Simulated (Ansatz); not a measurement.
TiAl, space group P-6m2, a calculation of the elastic constants

Computed with Ansatz's Python interface.

The script, `elastic_tial.py`:
```python
import ansatz as az
from ase import Atoms
import numpy as np

SMEARING = "fermi_dirac"
KMESH = (17, 17, 9)

atoms = Atoms(
    ["Ti", "Al"],
    scaled_positions=[
        (0.0, 0.0, 0.0),
        (1 / 3, 2 / 3, 0.5),
    ],
    cell=[
        (2.867262, 0.0, 0.0),
        (-1.433631, 2.483122, 0.0),
        (0.0, 0.0, 4.678083),
    ],
    pbc=True,
)
crystal = az.Crystal.from_ase(atoms)

setup = (
    crystal.calculation()
    .functional(az.Functional.LDA)
    .occupations(SMEARING, width=100 * az.meV)
    .basis(38 * az.Ry)
    .kpoints(*KMESH)
)
out = setup.elastic("relaxed_ion").run(threads=1)
elastic = out.elastic

C = np.asarray(elastic.c_gpa)
for i in range(6):
    for j in range(i, 6):
        if abs(C[i, j]) > 0.05:
            print(f"C{i + 1}{j + 1} = {C[i, j]:.1f} GPa")
print("smallest eigenvalue of C:", round(elastic.stability.min_eigenvalue_gpa, 1), "GPa; stable:", elastic.stability.stable)
if elastic.stability.min_eigenvalue_gpa > 0:
    for name, value in elastic.moduli.to_plain().items():
        print(f"{name:14s} {value:9.3f}")
```

```console
$ python elastic_tial.py
C11 = 120.4 GPa
C12 = 91.6 GPa
C13 = 55.3 GPa
C22 = 120.4 GPa
C23 = 55.3 GPa
C33 = 202.9 GPa
C44 = 65.4 GPa
C55 = 65.4 GPa
C66 = 14.4 GPa
smallest eigenvalue of C: 14.4 GPa; stable: True
k_voigt_gpa       93.875
k_reuss_gpa       92.729
k_hill_gpa        93.302
g_voigt_gpa       45.236
g_reuss_gpa       27.039
g_hill_gpa        36.137
youngs_gpa        96.016
poisson            0.328
```

Notes:
- The cell isn't relaxed first, so the values belong to this volume.
- A positive definite tensor excludes instabilities under uniform strain alone; phonons elsewhere in the zone can still be imaginary.
- The cell stands under an uneven stress, so these stress-strain coefficients aren't symmetric, and eigenvalues smaller than that stress decide nothing.
- The structure comes from a database of computed cells and needn't be a stable or known phase.
- Shear constants of a metal converge slowly with the k-point mesh and can be wrong in sign on a coarse one; the constants belong to the cell that was strained.
- Finished in 11 min on 1 thread of Arm Neoverse V2, with other jobs on the host, peak memory 0.82 GiB.

(Lines on the test bed's own set-up are left out of the output.)
